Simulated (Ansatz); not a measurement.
**C₂H₆Cl₂Si: small, medium and large basis sets**

The task here is to estimate one member of a computed series from the others.

Method: one geometry, several basis sets; program: Ansatz 0.2.0, Gaussian basis.

Plan: PBE0-D4/def2-SVP; ωB97M-V/def2-SVP; PBE0-D4/def2-QZVPP; ωB97M-V/def2-QZVPP; the functionals' def2-TZVPP values are taken from earlier runs.

## The geometry

An earlier PBE0-D4 in a triple-zeta def2 set relaxation fixed the geometry.

SMILES `C[Si](C)(Cl)Cl`, 11 atoms, charge 0, spin multiplicity 1.

Atoms are counted from 1 here; the program's logs count them from 0.

Bond lengths: C1–Si2 1.851 Å, C1–H6 1.093 Å, C1–H7 1.091 Å, C1–H8 1.093 Å, Si2–C3 1.851 Å, Si2–Cl4 2.058 Å, Si2–Cl5 2.058 Å, C3–H9 1.093 Å, C3–H10 1.091 Å, C3–H11 1.093 Å. Angles: Si2–C1–H6 110.3°, Si2–C1–H7 110.5°, Si2–C1–H8 110.3°, H6–C1–H7 108.5°, H6–C1–H8 108.7°, H7–C1–H8 108.5°, C1–Si2–C3 114.5°, C1–Si2–Cl4 108.6°, C1–Si2–Cl5 108.6°, C3–Si2–Cl4 108.6°, C3–Si2–Cl5 108.6°, Cl4–Si2–Cl5 107.7°, Si2–C3–H9 110.3°, Si2–C3–H10 110.5°, Si2–C3–H11 110.3°, H9–C3–H10 108.5°, H9–C3–H11 108.7°, H10–C3–H11 108.5°.

The first run:

in.yaml reads:

```yaml
crystal:
  periodic: [false, false, false]
  atoms:
    - {symbol: C, position_ang: [-1.467869, 0.257201, 0.573451]}
    - {symbol: Si, position_ang: [0.057997, 0.400378, -0.463684]}
    - {symbol: C, position_ang: [1.415697, -0.766983, 0.003571]}
    - {symbol: Cl, position_ang: [-0.449923, 0.064359, -2.429673]}
    - {symbol: Cl, position_ang: [0.769913, 2.326344, -0.322747]}
    - {symbol: H, position_ang: [-1.233688, 0.459249, 1.621465]}
    - {symbol: H, position_ang: [-2.223196, 0.972423, 0.243270]}
    - {symbol: H, position_ang: [-1.885812, -0.749377, 0.495227]}
    - {symbol: H, position_ang: [1.726746, -0.591986, 1.036348]}
    - {symbol: H, position_ang: [2.280789, -0.627536, -0.647003]}
    - {symbol: H, position_ang: [1.074845, -1.800971, -0.089625]}
basis:
  gaussian: {orbitals: def2-SVP}
hamiltonian: {xc: pbe0, dispersion: d4}
output: {orbitals: {seedname: orbitals}}
```

On the command line:

```sh
ansatz run in.yaml --threads 4 --pin off --events-out ev --progress --plain --max-ram 10444MiB
```

Among the steps run: PBE0-D4 in def2-SVP; ωB97M-V in def2-SVP; PBE0-D4 in def2-QZVPP; ωB97M-V in def2-QZVPP.

One of the session's tables, all rows but one given; the rest of the session is left out.

It belongs to the step «Functionals by basis». 

| functional | basis | HOMO (eV) | LUMO (eV) |
| --- | --- | --- | --- |
| PBE0-D4 | def2-SVP | -8.51 | 1.44 |
| PBE0-D4 | def2-TZVPP | -8.62 | 0.94 |
| PBE0-D4 | def2-QZVPP | -8.65 | 0.42 |
| ωB97M-V | def2-SVP | ? | ? |
| ωB97M-V | def2-TZVPP | -10.85 | 2.36 |
| ωB97M-V | def2-QZVPP | -10.88 | 1.55 |

Estimate the missing values for ωB97M-V, def2-SVP.

**Answer.** HOMO (eV): -10.70; LUMO (eV): 3.11. In the column «HOMO (eV)» it lies between ωB97M-V, def2-TZVPP (-10.85) and PBE0-D4, def2-QZVPP (-8.65).
